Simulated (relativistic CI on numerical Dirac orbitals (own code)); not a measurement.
# Ti³⁺: 3p photoemission multiplets

Wanted: the shape of the 3p photoemission spectrum of Ti³⁺ in 4 surroundings, from the same atomic integrals.

The numbers are computed with relativistic CI on numerical Dirac orbitals (own code) version 1 (Dirac-Coulomb-Breit CI, KLI orbitals optimised for each configuration, model QED (radiative potential, 1s self-energy scaled to tabulated hydrogen-like ionisation energies), valence Slater integrals scaled by 0.9, multiplet model of photoemission in the sudden approximation), except any that are marked as measured or tabulated.

### Step 1. Starting point

```
ion            : Ti³⁺ (Ti IV)
nuclear charge : 22
electrons      : 19
configurations : [Ar] 3d → [Ne] 3s2 3p5 3d
temperature    : 300 K
widths         : Lorentz 0.56 eV, Gauss 0.6 eV
surrounding 1  : free ion
surrounding 2  : D3d, 10Dq = 17650, Dsigma = -230, Dtau = -100 cm⁻¹
surrounding 3  : Oh, 10Dq = 28550 cm⁻¹
surrounding 4  : Td, 10Dq = -3950 cm⁻¹
```

### Step 2. Surrounding 1: free ion

Input settings:

```ini
atom Ti  Z=22  charge=3  electrons=19
nucleus A=48  rms_radius_fm=3.5921
hamiltonian dirac-coulomb  breit=on  qed=on  c_scale=1
orbitals kli  potential=per-configuration
slater_scale 0.9
correlation none
mixing on
configurations
  [Ar] 3d
  [Ne] 3s2 3p5 3d
end
photoemission 3p T=300 lorentz=0.56 gauss=0.6
crystal_field free
```

The program writes no log. Results of the run, from its result record (rounded, main fields):

```text
{
  "status": "converged",
  "curve, one point in 3 above 2 % of the maximum [energy, intensity] [eV; 1/eV]": [
    [74.1, 0.006431],
    [74.4, 0.008106],
    [74.7, 0.01072],
    [75, 0.01533],
    [75.3, 0.02505],
    [75.6, 0.04832],
    [75.9, 0.09216],
    [76.2, 0.1279],
    [76.5, 0.1168],
    [76.8, 0.0914],
    [77.1, 0.1061],
    [77.4, 0.1775],
    [77.7, 0.2613],
    [78, 0.2602],
    [78.3, 0.1693],
    [78.6, 0.08891],
    [78.9, 0.05571],
    [79.2, 0.05187],
    [79.5, 0.07295],
    [79.8, 0.1376],
    [80.1, 0.2453],
    [80.4, 0.3048],
    [80.7, 0.2457],
    [81, 0.1385],
    [81.3, 0.06656],
    [81.6, 0.03493],
    [81.9, 0.02158],
    [82.2, 0.01493],
    [82.5, 0.01109],
    [82.8, 0.00863],
    [83.1, 0.00695],
    [91.9, 0.006847],
    [92.2, 0.01446],
    [92.5, 0.02966],
    [92.8, 0.04048],
    [93.1, 0.03093],
    [93.4, 0.0153],
    [93.7, 0.007096]
  ],
  "sticks, the strongest [energy, strength] [eV, share]": [
    [76.09, 0.03248],
    [76.21, 0.06925],
    [76.4, 0.02717],
    [76.45, 0.01835],
    [77.52, 0.05513],
    [77.79, 0.1483],
    [78.01, 0.1498],
    [80.15, 0.04261],
    [80.27, 0.1432],
    [80.43, 0.0848],
    [80.46, 0.0281],
    [80.65, 0.02825],
    [80.69, 0.07757],
    [92.82, 0.04082]
  ],
  "centroid [eV]": 79.4617,
  "spread [eV]": 3.48535,
  "peak [eV]": 80.4,
  "ground_S": 0.5,
  "radial 3p5 3d [Ha, bohr]": {"<r^-3>(3p)": 32.806, "<r^1>(3p)": 1.0274, "<r^2>(3p)": 1.2274, "<r^4>(3p)": 2.4781, "zeta(3p)": 0.016841, "<r^-3>(3d)": 3.0753, "<r^1>(3d)": 1.141, "<r^2>(3d)": 1.5721, "<r^4>(3d)": 4.7527, "F2(3p,3d)": 0.40729, "G1(3p,3d)": 0.5043, "G3(3p,3d)": 0.30999, "zeta(3d)": 0.00076569}
}
```

Run time: 0.11 s. Hardware: 1 thread, shared host.

### Step 3. Surrounding 2: D3d, 10Dq = 17650, Dsigma = -230, Dtau = -100

Settings: those of step 2 with these lines changed.

```diff
@@ -12,2 +12,2 @@
 photoemission 3p T=300 lorentz=0.56 gauss=0.6
-crystal_field free
+crystal_field D3d 10Dq=17650 Dsigma=-230 Dtau=-100
```

Results of the run:

```text
{
  "status": "converged",
  "curve, one point in 5 above 2 % of the maximum [energy, intensity] [eV; 1/eV]": [
    [73.9, 0.005224],
    [74.4, 0.007231],
    [74.9, 0.01093],
    [75.4, 0.01949],
    [75.9, 0.04963],
    [76.4, 0.1505],
    [76.9, 0.1897],
    [77.4, 0.1379],
    [77.9, 0.2014],
    [78.4, 0.1908],
    [78.9, 0.08492],
    [79.4, 0.07008],
    [79.9, 0.1386],
    [80.4, 0.2484],
    [80.9, 0.1402],
    [81.4, 0.06539],
    [81.9, 0.06319],
    [82.4, 0.03821],
    [82.9, 0.01578],
    [83.4, 0.008213],
    [83.9, 0.005464],
    [93.2, 0.01255],
    [93.7, 0.03258],
    [94.2, 0.02023],
    [94.7, 0.005703]
  ],
  "sticks, the strongest [energy, strength] [eV, share]": [
    [76.6, 0.03646],
    [76.82, 0.03395],
    [78.11, 0.05019],
    [78.16, 0.04701],
    [78.38, 0.04359],
    [80.31, 0.07523],
    [80.37, 0.0413],
    [80.41, 0.03656]
  ],
  "centroid [eV]": 79.464,
  "spread [eV]": 3.45474,
  "peak [eV]": 80.4,
  "ground_S": 0.5
}
```

Run time: 0.11 s. Hardware: 1 thread, shared host.

### Step 4. Surrounding 3: Oh, 10Dq = 28550

Settings: those of step 3 with these lines changed.

```diff
@@ -12,2 +12,2 @@
 photoemission 3p T=300 lorentz=0.56 gauss=0.6
-crystal_field D3d 10Dq=17650 Dsigma=-230 Dtau=-100
+crystal_field Oh 10Dq=28550
```

Results of the run:

```text
{
  "status": "converged",
  "curve, one point in 5 above 2 % of the maximum [energy, intensity] [eV; 1/eV]": [
    [73.9, 0.00517],
    [74.4, 0.007132],
    [74.9, 0.01072],
    [75.4, 0.01889],
    [75.9, 0.04702],
    [76.4, 0.1447],
    [76.9, 0.1912],
    [77.4, 0.1405],
    [77.9, 0.1918],
    [78.4, 0.2109],
    [78.9, 0.09754],
    [79.4, 0.06357],
    [79.9, 0.1445],
    [80.4, 0.2505],
    [80.9, 0.13],
    [81.4, 0.04465],
    [81.9, 0.03428],
    [82.4, 0.04808],
    [82.9, 0.0317],
    [83.4, 0.02215],
    [83.9, 0.0117],
    [84.4, 0.005845],
    [93.9, 0.01183],
    [94.4, 0.02951],
    [94.9, 0.01727]
  ],
  "sticks, the strongest [energy, strength] [eV, share]": [
    [76.64, 0.08492],
    [76.86, 0.08362],
    [77.67, 0.04978],
    [78.18, 0.08271],
    [78.2, 0.06107],
    [78.45, 0.0705],
    [80.26, 0.08861],
    [80.32, 0.07471]
  ],
  "centroid [eV]": 79.4638,
  "spread [eV]": 3.4575,
  "peak [eV]": 80.4,
  "ground_S": 0.5
}
```

It took 0.11 s on 1 thread, shared host.

### Step 5. Surrounding 4: Td, 10Dq = -3950

Settings: those of step 4 with these lines changed.

```diff
@@ -12,2 +12,2 @@
 photoemission 3p T=300 lorentz=0.56 gauss=0.6
-crystal_field Oh 10Dq=28550
+crystal_field Td 10Dq=-3950
```

Results of the run:

```text
{
  "status": "converged",
  "curve, one point in 5 above 2 % of the maximum [energy, intensity] [eV; 1/eV]": [
    [74.1, 0.006122],
    [74.6, 0.008908],
    [75.1, 0.01482],
    [75.6, 0.03301],
    [76.1, 0.1031],
    [76.6, 0.1755],
    [77.1, 0.1199],
    [77.6, 0.1752],
    [78.1, 0.2344],
    [78.6, 0.1176],
    [79.1, 0.0534],
    [79.6, 0.06972],
    [80.1, 0.199],
    [80.6, 0.2869],
    [81.1, 0.1415],
    [81.6, 0.04551],
    [82.1, 0.01939],
    [82.6, 0.01117],
    [83.1, 0.007452],
    [92.3, 0.008255],
    [92.8, 0.02817],
    [93.3, 0.03296],
    [93.8, 0.01055]
  ],
  "sticks, the strongest [energy, strength] [eV, share]": [
    [76.43, 0.07424],
    [76.67, 0.1166],
    [78.07, 0.05045],
    [80.32, 0.1024],
    [80.43, 0.06504],
    [80.49, 0.04973],
    [80.52, 0.06476],
    [80.72, 0.05708]
  ],
  "centroid [eV]": 79.4643,
  "spread [eV]": 3.45029,
  "peak [eV]": 80.5,
  "ground_S": 0.5
}
```

It took 0.11 s on 1 thread, shared host.

### Step 6. The spectra side by side

| surrounding | ground S | centroid (eV) | spread (eV) | up to four highest peaks (% of the highest), eV |
| --- | --- | --- | --- | --- |
| 1: free | 0.50 | 79.46 | 3.49 | 76.3 (42), 77.8 (90), 80.4 (100), 92.8 (13) |
| 2: D3d | 0.50 | 79.46 | 3.45 | 76.7 (80), 78.1 (89), 80.4 (100), 81.7 (26) |
| 3: Oh | 0.50 | 79.46 | 3.46 | 76.8 (79), 78.2 (90), 80.4 (100), 82.4 (19) |
| 4: Td | 0.50 | 79.46 | 3.45 | 76.6 (60), 78.0 (82), 80.5 (100), 93.1 (13) |

### Step 7. Results

```
                           quantity    value
            highest peak, first run  80.4 eV
ground spin (effective S from ⟨S²⟩)     0.50
```

In words: The highest peak stays in place, within the step of the energy grid, in all surroundings. Energies are those of the free ion without screening by ligands; binding energies in solids differ by tens of eV.
